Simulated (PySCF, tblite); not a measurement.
# H2Se3: changes of charge, part 2 of 2

tblite 0.8.0 and PySCF 2.14.0. Atoms count from 0.

## (10) Single point (H₂Se₃): PBE0-D3(BJ)/ma-def2-SVP

Geometry: PBE0-D3(BJ)/def2-SVP, that of another charge or spin state.

Job settings and geometry (Å):

```
{"job": {"kind": "sp", "xc": "PBE0", "basis": "ma-def2-SVP", "d3": "d3bj", "grid": 2}, "charge": 0, "multiplicity": 1}
Se     1.545117    -0.685735     0.757470
Se     0.004043     0.840185    -0.017174
Se    -1.568649    -0.680894    -0.738685
H      2.079530     0.294633     1.727959
H     -2.025983     0.244250    -1.798528
```

Standard output:

```text
coarse grid: 26944 points
cycle   1  E = -7204.1359346534  dE = -2.394e+00  |g| = 2.450e-01  |ddm| = 2.588e+00
cycle   2  E = -7204.1412965305  dE = -5.362e-03  |g| = 1.731e-01  |ddm| = 4.471e-01
cycle   3  E = -7204.1460756188  dE = -4.779e-03  |g| = 4.612e-02  |ddm| = 2.479e-01
cycle   4  E = -7204.1466551682  dE = -5.795e-04  |g| = 1.166e-02  |ddm| = 7.431e-02
cycle   5  E = -7204.1466860120  dE = -3.084e-05  |g| = 2.243e-03  |ddm| = 1.542e-02
cycle   6  E = -7204.1466874274  dE = -1.415e-06  |g| = 7.017e-04  |ddm| = 4.256e-03
final grid: 49968 points
cycle   7  E = -7204.1465257080  dE =  1.546e-08  |g| = 8.144e-04  |ddm| = 2.364e-03
cycle   8  E = -7204.1465256402  dE =  6.780e-08  |g| = 9.599e-04  |ddm| = 2.486e-03
cycle   9  E = -7204.1465258935  dE = -2.533e-07  |g| = 1.533e-05  |ddm| = 1.335e-03
cycle  10  E = -7204.1465258936  dE = -4.366e-11  |g| = 7.014e-06  |ddm| = 3.304e-05
converged SCF energy = -7204.1465258936
```

Wall time 3.1 s (1 thread of Intel Xeon Platinum 8375C at 2.90GHz, shared host); peak memory 0.48 GiB.

## (11) Single point (H2Se3+ (doublet), [SeH][Se][SeH+]): PBE0-D3(BJ)/ma-def2-SVP

Geometry: PBE0-D3(BJ)/def2-SVP.

Job settings and geometry (Å):

```
{"job": {"kind": "sp", "xc": "PBE0", "basis": "ma-def2-SVP", "d3": "d3bj", "grid": 2}, "charge": 1, "multiplicity": 2}
Se     1.545117    -0.685735     0.757470
Se     0.004043     0.840185    -0.017174
Se    -1.568649    -0.680894    -0.738685
H      2.079530     0.294633     1.727959
H     -2.025983     0.244250    -1.798528
```

Standard output:

```text
final grid: 49968 points
cycle   1  E = -7203.8365530525  dE =  9.995e-04  |g| = 1.979e-01  |ddm| = 6.061e-01
cycle   2  E = -7203.7972355806  dE =  3.932e-02  |g| = 3.208e-01  |ddm| = 6.705e-01
cycle   3  E = -7203.8579497772  dE = -6.071e-02  |g| = 5.454e-02  |ddm| = 4.386e-01
cycle   4  E = -7203.8593253673  dE = -1.376e-03  |g| = 5.114e-03  |ddm| = 7.024e-02
cycle   5  E = -7203.8593418242  dE = -1.646e-05  |g| = 2.109e-03  |ddm| = 1.055e-02
cycle   6  E = -7203.8593442075  dE = -2.383e-06  |g| = 1.101e-03  |ddm| = 4.628e-03
cycle   7  E = -7203.8593450573  dE = -8.498e-07  |g| = 5.122e-04  |ddm| = 2.552e-03
cycle   8  E = -7203.8593452933  dE = -2.360e-07  |g| = 1.107e-04  |ddm| = 1.047e-03
cycle   9  E = -7203.8593453295  dE = -3.621e-08  |g| = 2.648e-05  |ddm| = 6.378e-04
cycle  10  E = -7203.8593453320  dE = -2.557e-09  |g| = 1.009e-05  |ddm| = 1.877e-04
converged SCF energy = -7203.8593453320
```

Run time: 5.3 s. Hardware: 1 thread of Intel Xeon Platinum 8375C at 2.90GHz, shared host; peak memory 0.51 GiB.

## (12) Single point (H2Se3): PBE0-D3(BJ)/ma-def2-SVP in acetonitrile

Geometry: PBE0-D3(BJ)/def2-SVP.

Job settings and geometry (Å):

```
{"job": {"kind": "sp", "xc": "PBE0", "basis": "ma-def2-SVP", "d3": "d3bj", "grid": 2, "solvent": "acetonitrile"}, "charge": 0, "multiplicity": 1}
Se     0.792510    -0.337263     1.663260
Se    -0.298990     1.125088     0.206400
Se    -0.671077    -0.078935    -1.751823
H      2.159901    -0.044986     1.192597
H     -1.965547    -0.657694    -1.345145
```

Standard output:

```text
final grid: 49968 points
cycle   1  E = -7204.1711540361  dE = -4.901e-04  |g| = 1.271e-02  |ddm| = 1.248e-01
cycle   2  E = -7204.1711862911  dE = -3.226e-05  |g| = 1.007e-02  |ddm| = 3.611e-02
cycle   3  E = -7204.1712182825  dE = -3.199e-05  |g| = 2.640e-03  |ddm| = 1.679e-02
cycle   4  E = -7204.1712197467  dE = -1.464e-06  |g| = 7.021e-04  |ddm| = 3.786e-03
cycle   5  E = -7204.1712198513  dE = -1.046e-07  |g| = 2.543e-04  |ddm| = 1.257e-03
cycle   6  E = -7204.1712198638  dE = -1.246e-08  |g| = 1.813e-05  |ddm| = 4.125e-04
cycle   7  E = -7204.1712198640  dE = -1.664e-10  |g| = 4.990e-06  |ddm| = 4.634e-05
converged SCF energy = -7204.1712198640
```

Run time: 2.8 s. Hardware: 1 thread of Intel Xeon Platinum 8375C at 2.90GHz, shared host; peak memory 0.51 GiB.

## (13) Single point (H2Se3+ (doublet), [SeH][Se][SeH+]): PBE0-D3(BJ)/ma-def2-SVP in acetonitrile

Geometry: PBE0-D3(BJ)/def2-SVP.

Job settings and geometry (Å):

```
{"job": {"kind": "sp", "xc": "PBE0", "basis": "ma-def2-SVP", "d3": "d3bj", "grid": 2, "solvent": "acetonitrile"}, "charge": 1, "multiplicity": 2}
Se     1.545117    -0.685735     0.757470
Se     0.004043     0.840185    -0.017174
Se    -1.568649    -0.680894    -0.738685
H      2.079530     0.294633     1.727959
H     -2.025983     0.244250    -1.798528
```

Standard output:

```text
final grid: 49968 points
cycle   1  E = -7203.9486120551  dE = -5.178e-04  |g| = 1.813e-02  |ddm| = 1.106e-01
cycle   2  E = -7203.9483655703  dE =  2.465e-04  |g| = 2.838e-02  |ddm| = 6.464e-02
cycle   3  E = -7203.9488456961  dE = -4.801e-04  |g| = 2.493e-03  |ddm| = 3.909e-02
cycle   4  E = -7203.9488481645  dE = -2.468e-06  |g| = 6.010e-04  |ddm| = 2.899e-03
cycle   5  E = -7203.9488485767  dE = -4.122e-07  |g| = 1.604e-04  |ddm| = 1.531e-03
cycle   6  E = -7203.9488486311  dE = -5.439e-08  |g| = 1.201e-04  |ddm| = 6.282e-04
cycle   7  E = -7203.9488486487  dE = -1.762e-08  |g| = 5.887e-05  |ddm| = 3.447e-04
cycle   8  E = -7203.9488486543  dE = -5.623e-09  |g| = 8.963e-06  |ddm| = 2.638e-04
converged SCF energy = -7203.9488486543
```

Wall time 4.7 s (1 thread of Intel Xeon Platinum 8375C at 2.90GHz, shared host); peak memory 0.52 GiB.

## (14) Single point (H₂Se₃): PBE0-D3(BJ)/ma-def2-SVP in dichloromethane

Geometry: PBE0-D3(BJ)/def2-SVP.

Job settings and geometry (Å):

```
{"job": {"kind": "sp", "xc": "PBE0", "basis": "ma-def2-SVP", "d3": "d3bj", "grid": 2, "solvent": "dichloromethane"}, "charge": 0, "multiplicity": 1}
Se     0.792510    -0.337263     1.663260
Se    -0.298990     1.125088     0.206400
Se    -0.671077    -0.078935    -1.751823
H      2.159901    -0.044986     1.192597
H     -1.965547    -0.657694    -1.345145
```

Standard output:

```text
final grid: 49968 points
cycle   1  E = -7204.1704494009  dE = -3.651e-04  |g| = 1.164e-02  |ddm| = 1.097e-01
cycle   2  E = -7204.1704730575  dE = -2.366e-05  |g| = 9.623e-03  |ddm| = 3.258e-02
cycle   3  E = -7204.1705027696  dE = -2.971e-05  |g| = 2.447e-03  |ddm| = 1.587e-02
cycle   4  E = -7204.1705040570  dE = -1.287e-06  |g| = 6.052e-04  |ddm| = 3.432e-03
cycle   5  E = -7204.1705041306  dE = -7.359e-08  |g| = 2.113e-04  |ddm| = 1.020e-03
cycle   6  E = -7204.1705041394  dE = -8.839e-09  |g| = 1.629e-05  |ddm| = 3.489e-04
converged SCF energy = -7204.1705041394
```

It took 2.5 s on 1 thread of Intel Xeon Platinum 8375C at 2.90GHz, shared host; peak memory 0.51 GiB.

## (15) Single point (H₂Se₃+ (doublet), [SeH][Se][SeH+]): PBE0-D3(BJ)/ma-def2-SVP in dichloromethane

Geometry: PBE0-D3(BJ)/def2-SVP.

Job settings and geometry (Å):

```
{"job": {"kind": "sp", "xc": "PBE0", "basis": "ma-def2-SVP", "d3": "d3bj", "grid": 2, "solvent": "dichloromethane"}, "charge": 1, "multiplicity": 2}
Se     1.545117    -0.685735     0.757470
Se     0.004043     0.840185    -0.017174
Se    -1.568649    -0.680894    -0.738685
H      2.079530     0.294633     1.727959
H     -2.025983     0.244250    -1.798528
```

Standard output:

```text
final grid: 49968 points
cycle   1  E = -7203.9407231526  dE = -3.745e-04  |g| = 1.649e-02  |ddm| = 9.742e-02
cycle   2  E = -7203.9404919411  dE =  2.312e-04  |g| = 2.648e-02  |ddm| = 5.943e-02
cycle   3  E = -7203.9409181810  dE = -4.262e-04  |g| = 2.319e-03  |ddm| = 3.642e-02
cycle   4  E = -7203.9409203333  dE = -2.152e-06  |g| = 4.862e-04  |ddm| = 2.621e-03
cycle   5  E = -7203.9409205986  dE = -2.653e-07  |g| = 1.441e-04  |ddm| = 1.199e-03
cycle   6  E = -7203.9409206375  dE = -3.890e-08  |g| = 1.035e-04  |ddm| = 5.310e-04
cycle   7  E = -7203.9409206504  dE = -1.284e-08  |g| = 5.030e-05  |ddm| = 2.930e-04
cycle   8  E = -7203.9409206545  dE = -4.106e-09  |g| = 1.045e-05  |ddm| = 2.214e-04
converged SCF energy = -7203.9409206545
```

Run time: 4.7 s. Hardware: 1 thread of Intel Xeon Platinum 8375C at 2.90GHz, shared host; peak memory 0.52 GiB.

## (16) Changes of charge: PBE0-D3(BJ)/ma-def2-SVP

This step combines the energies above: geometries from PBE0-D3(BJ)/def2-SVP, zero-point and thermal terms from GFN2-xTB.

Job settings and geometry (Å):

```
{"job": {"kind": "rx", "dirs": [1], "deep": 3, "geom": {"xc": "PBE0", "basis": "def2-SVP", "d3": "d3bj", "grid": 1}, "level": {"xc": "PBE0", "basis": "ma-def2-SVP", "d3": "d3bj", "solvents": ["acetonitrile", "dichloromethane"]}}, "charge": 0, "multiplicity": 1}
Se     0.792510    -0.337263     1.663260
Se    -0.298990     1.125088     0.206400
Se    -0.671077    -0.078935    -1.751823
H      2.159901    -0.044986     1.192597
H     -1.965547    -0.657694    -1.345145
```

Output (the driver's rows laid out field by field):

```text
ionisation and electron attachment, PBE0-D3(BJ)/ma-def2-SVP // PBE0-D3(BJ)/def2-SVP

row 1
  change                  oxidation
  charge                  1
  multiplicity            2
  vertical_ev             9.06
  vertical_s2             0.766
  formula                 H2Se3
  smiles                  [SeH][Se][SeH+]
  kept                    yes
  pieces                  1
  point_group             C1
  adiabatic_electronic_ev 8.3483
  adiabatic_ev            8.3469
  free_energy_ev          8.3021
  s2                      0.754
  bonds_moved             0 1 2.335 2.303; 1 2 2.329 2.304
  spin_on                 1 Se 0.474; 0 Se 0.278; 2 Se 0.26
  charge_moved            1 Se 0.339; 0 Se 0.277; 2 Se 0.267
  vertical_back_ev        7.8146
  relaxation_parent_ev    0.5337
  relaxation_ion_ev       0.7117
  reorganisation_ev       1.2454
  solution                solvent acetonitrile, absolute_potential_v 6.0048, solvation_parent_kj -13.34, solvation_ion_kj -234.99; solvent dichloromethane, absolute_potential_v 6.2011, solvation_parent_kj -11.46, solvation_ion_kj -214.18
```

It took 3.6 min on 1 thread of Intel Xeon Platinum 8375C at 2.90GHz, shared host; peak memory 0.51 GiB.

Energy taken up on oxidation, or given off on reduction (eV; adiabatic with zero-point energy):

| change | product | vertical | adiabatic | free energy | reorganisation | ⟨S²⟩ |
| --- | --- | --- | --- | --- | --- | --- |
| oxidation (multiplicity 2) | [SeH][Se][SeH+] | 9.06 | 8.35 | 8.30 | 1.25 | 0.75 |

On oxidation to multiplicity 2 charge changes most on Se1 (+0.34 e), Se0 (+0.28 e), Se2 (+0.27 e); the spin sits on Se1 (0.47), Se0 (0.28), Se2 (0.26); the bond Se0–Se1 goes from 2.335 to 2.303 Å; the absolute potential is 6.00 V in acetonitrile, 6.20 V in dichloromethane.

## (17) Results

What follows sums up all 2 parts.

| quantity | value |
| --- | --- |
| strongest single infrared mode (GFN2-xTB) | 1981 cm⁻¹, 578 km/mol |
| zero-point energy (GFN2-xTB) | 8.9 kcal/mol |
| point group | C2 |
| rotational constants (main isotopes) | 4.60, 0.89, 0.76 GHz |
| ionisation energy (PBE0-D3(BJ)/ma-def2-SVP) | vertical 9.06 eV, adiabatic 8.35 eV |

No mode is imaginary among the 9: a minimum at this level. The strongest single mode, at 1981 cm⁻¹, moves mainly H4 and H3. GFN2-xTB is a fitted tight-binding method: band positions and strengths are rough. Its intensities can rank the bands wrongly. Relaxing lowered the energy by 0.016 eV in 3 steps; the close pair that moved most is Se2–H4, from 1.454 to 1.475 Å (PBE0/def2-SVP). No frequency check was run at this level, so the end point may be a saddle. Steps that list no spin-orbit terms leave them out, which matters at and beside the heavy atoms. At PBE0-D3(BJ)/ma-def2-SVP, relaxation with the zero-point term after oxidation moves the energy taken up from 9.06 eV (vertical) to 8.35 eV (adiabatic, with zero-point energy).
